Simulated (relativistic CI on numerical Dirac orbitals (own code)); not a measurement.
**Mg: one ion under different settings**

How much do the settings matter for Mg? One ion, several inputs.

Program: relativistic CI on numerical Dirac orbitals (own code) version 3. Level of theory: Dirac-Coulomb-Breit CI, KLI orbitals optimised for each configuration, model QED (radiative potential, 1s self-energy scaled to tabulated hydrogen-like ionisation energies), numerical settings as typed. These are calculated values, not measurements, unless marked.

## (1) What is computed

| Property | Result |
| --- | --- |
| ion | Mg (Mg I) |
| nuclear charge | 12 |
| electrons | 12 |
| isotope | A = 24 |

## (2) The usual input

The run's settings:

```ini
atom Mg  Z=12  charge=0  electrons=12
nucleus A=24  rms_radius_fm=3.0570
hamiltonian dirac-coulomb  breit=on  qed=on  c_scale=1
orbitals kli  potential=per-configuration
slater_scale 1
correlation none
mixing on
grid step=0.0125 r_max=149
scf mixing=0.4 start=green max_iterations=150 tolerance=2e-08 node_fill=0.05
configurations
  [Ne] 3s2
  [Ne] 3s 3p
  [Ne] 3p2
  [Ne] 3s 3d
  [Ne] 3s 4s
end
```

Launch:

```console
python run_levels.py task.json out
```

The settings of every run stand in task.json; they run in order.

## (3) Slater scale 0.5

The settings differ from step 2 so:

```diff
@@ -4,3 +4,3 @@
 orbitals kli  potential=per-configuration
-slater_scale 1
+slater_scale 0.5
 correlation none
```

## (4) Node fill 0.01

The run's settings:

```ini
atom Mg  Z=12  charge=0  electrons=12
nucleus A=24  rms_radius_fm=3.0570
hamiltonian dirac-coulomb  breit=on  qed=on  c_scale=1
orbitals kli  potential=per-configuration
slater_scale 1
correlation none
mixing on
grid step=0.0125 r_max=149
scf mixing=0.4 start=green max_iterations=150 tolerance=2e-08 node_fill=0.01
configurations
  [Ne] 3s2
  [Ne] 3s 3p
  [Ne] 3p2
  [Ne] 3s 3d
  [Ne] 3s 4s
end
```

## (5) Breit term off

The run's settings:

```ini
atom Mg  Z=12  charge=0  electrons=12
nucleus A=24  rms_radius_fm=3.0570
hamiltonian dirac-coulomb  breit=off  qed=on  c_scale=1
orbitals kli  potential=per-configuration
slater_scale 1
correlation none
mixing on
grid step=0.0125 r_max=149
scf mixing=0.4 start=green max_iterations=150 tolerance=2e-08 node_fill=0.05
configurations
  [Ne] 3s2
  [Ne] 3s 3p
  [Ne] 3p2
  [Ne] 3s 3d
  [Ne] 3s 4s
end
```

## (6) Tolerance 1e-06

The run's settings:

```ini
atom Mg  Z=12  charge=0  electrons=12
nucleus A=24  rms_radius_fm=3.0570
hamiltonian dirac-coulomb  breit=on  qed=on  c_scale=1
orbitals kli  potential=per-configuration
slater_scale 1
correlation none
mixing on
grid step=0.0125 r_max=149
scf mixing=0.4 start=green max_iterations=150 tolerance=1e-06 node_fill=0.05
configurations
  [Ne] 3s2
  [Ne] 3s 3p
  [Ne] 3p2
  [Ne] 3s 3d
  [Ne] 3s 4s
end
```

(Steps that only read results are left out.)

**Question.** What will these runs give? Wanted: lowest level, usual settings; total energy; first excitation.

As calculated:

| setting | total energy less usual (Ha) | largest shift of a level among the lowest eight of both runs, same label and place (cm⁻¹) | SCF iterations | time | lowest level | kind of change |
| --- | --- | --- | --- | --- | --- | --- |
| usual | 0 | 0 | 55 | 0.15 s | 3s2 1S0 | - |
| Slater scale 0.5 | 0.0172 | 11700 | 55 | 0.14 s | 3s2 1S0 | model term |
| node fill 0.01 | -0.000103 | 111 | 54 | 0.14 s | 3s2 1S0 | numerical |
| Breit term off | -0.0318 | 4.32 | 55 | 0.13 s | 3s2 1S0 | model term |
| tolerance 1e-06 | 0 | 0.00797 | 46 | 0.13 s | 3s2 1S0 | numerical |

| quantity | value |
| --- | --- |
| lowest level, usual settings | 3s2 1S0 |
| total energy | -199.9030 Ha |
| first excitation | 20518 cm⁻¹ |

**Reading.** Among the runs whose levels can be followed, they move most under «Slater scale 0.5» (model term), by up to 11700 cm⁻¹. No visible change in the result comes from «tolerance 1e-06». Only the listed configurations are in the model. In a near-neutral ion this small CI can misplace whole configurations by 10,000 cm⁻¹ or more.
